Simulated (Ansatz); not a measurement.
C2H5AlBr, SMILES C[CH2][Al][Br], a ladder of methods at one geometry

Computed with Ansatz 0.2.0, Python API.

Contents of `c2h5albr.xyz`:
```text
9

C    -0.46280    0.73180    0.17190
C     0.35530   -0.34170    0.72120
Al    0.91560   -1.60300   -0.72690
Br    0.35020   -1.24210   -2.96590
H    -1.42230    0.34660   -0.32820
H    -0.81860    1.47290    0.98060
H     0.08100    1.36630   -0.59050
H     1.29900    0.11490    1.19450
H    -0.20890   -0.89210    1.52620
```

`methods.py`
```python
'''One geometry of C2H5AlBr, method by method.'''

import ansatz as az

BASIS = 'def2-SVP'


def main() -> None:
    c2h5albr = az.Crystal.molecule_from_extxyz('c2h5albr.xyz')

    base = (
        c2h5albr.calculation()
        .basis(gaussian=BASIS)
        .spin('collinear', total=1)
    )

    methods = ['mp2', 'ccsd', 'ccsd_t']
    reports = [base.correlation(m).run(threads=1, pin='off').report for m in methods]
    print(f'Hartree-Fock reference {reports[0]["reference_energy_ev"] / 27.211386246:.6f} Ha')
    best = reports[-1]['free_energy_ev'] - reports[-1]['reference_energy_ev']
    for method, each in zip(methods, reports):
        gained = each['free_energy_ev'] - each['reference_energy_ev']
        print(f'{method:8s} total {each["free_energy_ev"] / 27.211386246:.6f} Ha  correlation {gained:9.4f} eV  ({100 * gained / best:.1f} % of the last)')


if __name__ == '__main__':
    main()
```

Running `python methods.py` prints:
```text
Hartree-Fock reference -2892.564929 Ha
mp2      total -2893.129472 Ha  correlation  -15.3620 eV  (91.3 % of the last)
ccsd     total -2893.167071 Ha  correlation  -16.3851 eV  (97.4 % of the last)
ccsd_t   total -2893.183435 Ha  correlation  -16.8304 eV  (100.0 % of the last)
```

What to keep in mind:
- Total energies depend on the basis set; only differences at equal settings carry meaning.
- The geometry is a force-field or estimated start, not a minimum of this method, and the basis set is short of its limit. A lower total doesn't mark the better method: functionals have no common bound, and MP2 and coupled cluster aren't variational.
- The species is open-shell (spin multiplicity 2).
- Inner cores stay frozen; a filled d shell under the valence of the heavier atoms is correlated with it.
- Wall time of the script: 2.2 min on 1 thread of Arm Neoverse V2, on a shared host, peak memory 0.95 GiB.
